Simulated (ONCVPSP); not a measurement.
# An ONCV potential for Se, from input to tests

Do these settings give a usable potential? It is generated, then checked for transferability, scattering, ghosts and hardness.

Program: ONCVPSP 4.0.1.1 (patched build). Reference atom: PBE, scalar-relativistic, spherical and spin-unpolarised. All values are calculated.

15 further runs of the same task are left out: 6 that didn't finish, 9 set aside as unsound or not needed.

## 1. The design

Typed settings, in words:

```json
{"element": "selenium (Se, Z = 34)", "type": "optimised norm-conserving Vanderbilt (ONCV)", "frozen core": "[Ar] 3d10", "valence charge": "6", "reference configuration": "4s2 4p4", "partial waves": "4s: rc 1.45 bohr, ncon 4, nbas 7, qcut 3.9 1/bohr, 2 projectors, debl 2.4 Ha; 4p: rc 1.65 bohr, ncon 4, nbas 7, qcut 5.8 1/bohr, 2 projectors, debl 2 Ha; d scattering state at 0.03 Ha: rc 1.25 bohr, ncon 3, nbas 7, qcut 7.9 1/bohr, 2 projectors, debl 2.3 Ha", "local potential": "polynomial inside 1.25 bohr (lpopt 5, dvloc0 0 Ha)", "core correction": "not asked for"}
```

The outer shells as boxes (Hund's rule for the drawing; the calculation is spin-unpolarised):

```
[Ar] core
3d [↑↓][↑↓][↑↓][↑↓][↑↓]
4s [↑↓]
4p [↑↓][↑ ][↑ ]
```

The nodes and maxima of the atom's own shells, from an earlier all-electron run, set the scale for the radii.

All-electron outer shells of the reference configuration (PBE, scalar-relativistic, ld1.x):

```json
{"shell": "3p", "level (eV)": "-152.98", "outermost node (bohr)": "0.21", "outermost maximum (bohr)": "0.50"}
{"shell": "3d", "level (eV)": "-53.12", "outermost node (bohr)": "–", "outermost maximum (bohr)": "0.45"}
{"shell": "4s", "level (eV)": "-17.29", "outermost node (bohr)": "0.70", "outermost maximum (bohr)": "1.51"}
{"shell": "4p", "level (eV)": "-6.51", "outermost node (bohr)": "0.74", "outermost maximum (bohr)": "1.82"}
```

## 2. Generation

Se.dat

```
# ATOM AND REFERENCE CONFIGURATION
# atsym  z   nc   nv     iexc    psfile
  Se 34.00    6    2        4      upf
#
#   n    l    f
    1    0    2.00
    2    0    2.00
    2    1    6.00
    3    0    2.00
    3    1    6.00
    3    2   10.00
    4    0    2.00
    4    1    4.00
#
# PSEUDOPOTENTIAL AND OPTIMIZATION
# lmax
    2
#
#   l,   rc,      ep,       ncon, nbas, qcut
    0    1.45    0.00    4    7    3.90
    1    1.65    0.00    4    7    5.80
    2    1.25    0.03    3    7    7.90
#
# LOCAL POTENTIAL
# lloc, lpopt,  rc(5),   dvloc0
    4    5    1.25    0.00
#
# VANDERBILT-KLEINMAN-BYLANDER PROJECTORs
# l, nproj, debl
    0    2    2.40
    1    2    2.00
    2    2    2.30
#
# MODEL CORE CHARGE
# icmod, fcfact, rcfact
    0    0.00    0.00
#
# LOG DERIVATIVE ANALYSIS
# epsh1, epsh2, depsh
   -2.00    5.00    0.02
#
# OUTPUT GRID
# rlmax, drl
    6.00    0.01
#
# TEST CONFIGURATIONS
# ncnf
    4
# nvcnf
#   n    l    f
    2
    4    0    2.00
    4    1    3.00
#
    2
    4    0    2.00
    4    1    2.00
#
    2
    4    0    2.00
    4    1    1.00
#
    2
    4    0    1.00
    4    1    5.00
#
```

Started as:

```console
oncvpsp.x < Se.dat > Se.out
```

**Question.** What will these runs give? Wanted: cutoffs for 1 and 0.1 mHa per electron, occupied waves; bound ghosts; GHOST(+) flags; largest test error; largest phase difference near zero energy, channels read.

**Answer**, as computed:

```
                                                quantity                 value
  cutoffs for 1 and 0.1 mHa per electron, occupied waves       28 Ha and 50 Ha
                                            bound ghosts        d at -47.76 eV
                                          GHOST(+) flags            s at 98 eV
                            largest test error (AE − PS)  -59 meV, for 4s2 4p1
largest phase difference near zero energy, channels read             0.001 rad
```

In words: A bound ghost (d) makes it unfit for use: electrons can fall into a state that the atom doesn't have. The worst unpolarised test, 4s2 4p1, is off by 59 meV on 62.1 eV; by total energies transferability rates as fair. That test lies far up in energy; among those under 40 eV, nearer to bonding, the largest error is 24 meV. By its cutoff, 28 Ha for the looser tolerance, it is of middling hardness. At the looser tolerance the 4s wave is the slowest; 4p needs 11 Ha. Near zero energy the phases of the channels with partial waves agree within 0.001 rad. The program also flags highly localised states, GHOST(+) (s). All of this concerns the isolated atom, not yet a solid.
